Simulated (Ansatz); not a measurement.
# Sr3Bi: the cost of one run

Program: Ansatz 0.2.0. Level of theory: DFT PBE, scalar-relativistic, plane waves, PAW. These are calculated values, not measurements.

## (1) The starting structure

Symmetry: Pmmm, No. 47, orthorhombic system. Conventional cell: a = 3.194 Å, b = 3.298 Å, c = 11.851 Å, α = 90.00°, β = 90.00°, γ = 90.00°. Sr (site symmetry mm2) is surrounded by 6 Sr at 3.19 to 3.33 Å and 2 Bi at 3.45 Å. Sr (site symmetry mmm) has 8 Sr at 3.19 to 3.33 Å as nearest neighbours. Bi (site symmetry mmm) is surrounded by 4 Bi at 3.19 to 3.30 Å and 4 Sr at 3.45 Å.

Structure file:

```cif
data_structure
_symmetry_space_group_name_H-M 'P 1'
_symmetry_Int_Tables_number 1
_cell_length_a 3.1940
_cell_length_b 3.2983
_cell_length_c 11.8512
_cell_angle_alpha 90.000
_cell_angle_beta 90.000
_cell_angle_gamma 90.000
_cell_volume 124.85
loop_
_atom_site_label
_atom_site_type_symbol
_atom_site_fract_x
_atom_site_fract_y
_atom_site_fract_z
_atom_site_occupancy
Sr1 Sr 0.00000 0.50000 0.25604 1
Sr2 Sr 0.00000 0.00000 0.50000 1
Sr3 Sr 0.00000 0.50000 0.74396 1
Bi1 Bi 0.00000 0.00000 0.00000 1
```

Recipe of the guess: species swapped into a database cell of Sn3Pb (Pmmm, No. 47), with Sr on the Sn sites and Bi on the Pb sites. The dimensions are guesses.

## (2) A first look at the guess

Contents of input.yaml:

```yaml
crystal:
  lattice:
    - [3.19396624, 0.0, 0.0]
    - [0.0, 3.29830652, 0.0]
    - [0.0, 0.0, 11.85119514]
  atoms:
    - { symbol: Sr, position: [0.0, 0.5, 0.25604299] }
    - { symbol: Sr, position: [0.0, 0.0, 0.5] }
    - { symbol: Sr, position: [0.0, 0.5, 0.74395701] }
    - { symbol: Bi, position: [0.0, 0.0, 0.0] }
basis:
  ecutwfc: 420
kpoints:
  mp_grid: { grid: [6, 6, 2] }
hamiltonian:
  xc: pbe
scf:
  occupations: { method: gaussian, width: 0.1 }
  lower_state_search: "off"
output:
  forces: true
  stress: true
  eigenvalues: true
```

Launch:

```console
> ansatz run input.yaml --threads 1 --pin off --max-ram 2560MiB --backend cpu --events-out ev --progress --plain --runs-dir out
```

What time and memory should one allow on 1 thread of Arm Neoverse V1, shared host?

About 6.2 s, with a peak of 0.38 GiB.
